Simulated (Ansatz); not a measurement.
# Y3TaF2: the cost of one run

Program: Ansatz 0.2.0. Level of theory: DFT PBE, scalar-relativistic, plane waves, PAW, unless a step names another level. These are calculated values, not measurements.

7 further runs of the same task are left out: 3 that didn't finish, 4 set aside as unsound or not needed.

## 1. The structure to begin with

The structure is hexagonal, space group P-62m (No. 189). Conventional cell: a = 7.030 Å, b = 7.030 Å, c = 3.399 Å, α = 90.00°, β = 90.00°, γ = 120.00°. Y (site symmetry m2m) has 2 F at 2.24 Å as nearest neighbours. Ta (site symmetry -62m) has 6 Y at 3.07 Å and 2 Ta at 3.40 Å as nearest neighbours. Around F (site symmetry -6) lie 3 Y at 2.24 Å.

As a file:

```cif
data_structure
_symmetry_space_group_name_H-M 'P-62m'
_symmetry_Int_Tables_number 189
_cell_length_a 7.0297
_cell_length_b 7.0297
_cell_length_c 3.3988
_cell_angle_alpha 90.000
_cell_angle_beta 90.000
_cell_angle_gamma 120.000
_cell_volume 145.46
loop_
_atom_site_label
_atom_site_type_symbol
_atom_site_symmetry_multiplicity
_atom_site_Wyckoff_symbol
_atom_site_fract_x
_atom_site_fract_y
_atom_site_fract_z
_atom_site_occupancy
Y1 Y 3 f 0.36431 0.00000 0.00000 1
Ta1 Ta 1 b 0.00000 0.00000 0.50000 1
F1 F 2 c 0.33333 0.66667 0.00000 1
```

It came out lowest among 25 distinct ends of the trial cells. At a tolerance of 0.05 Å it has space group P-62m (No. 189).

## 2. Tight relaxation for the response runs, on the response runs' mesh and smearing

input.yaml reads:

```yaml
crystal:
  lattice:
    - [7.029704901, 0.0, 0.0]
    - [-3.5148524505, 6.0879030254, 0.0]
    - [0.0, 0.0, 3.3987944512]
  atoms:
    - { symbol: "Y", position: [0.3643061373, 0.0, 0.0] }
    - { symbol: "Y", position: [0.0, 0.3643061373, 0.0] }
    - { symbol: "Y", position: [0.6356938627, 0.6356938627, 0.0] }
    - { symbol: Ta, position: [0.0, 0.0, 0.5] }
    - { symbol: F, position: [0.3333333333, 0.6666666667, 0.0] }
    - { symbol: F, position: [0.6666666667, 0.3333333333, 0.0] }
basis:
  ecutwfc: 420
kpoints:
  mp_grid: { grid: [6, 6, 10] }
hamiltonian:
  xc: pbe
scf:
  occupations: { method: gaussian, width: 0.1 }
output:
  forces: true
  stress: true
  eigenvalues: true
relax:
  adjacent_minimum: "off"
  f_tol: 0.001
  max_steps: 60
  cell: { stress_tol: 0.01 }
```

Launch:

```sh
> ansatz run input.yaml --threads 3 --pin off --max-ram 7680MiB --backend cpu --events-out ev --progress --plain --runs-dir out
```

What time and memory should one allow on 3 threads of Intel Xeon Platinum 8375C at 2.90GHz (Ice Lake), shared host?

About 23 s, with a peak of 0.59 GiB.
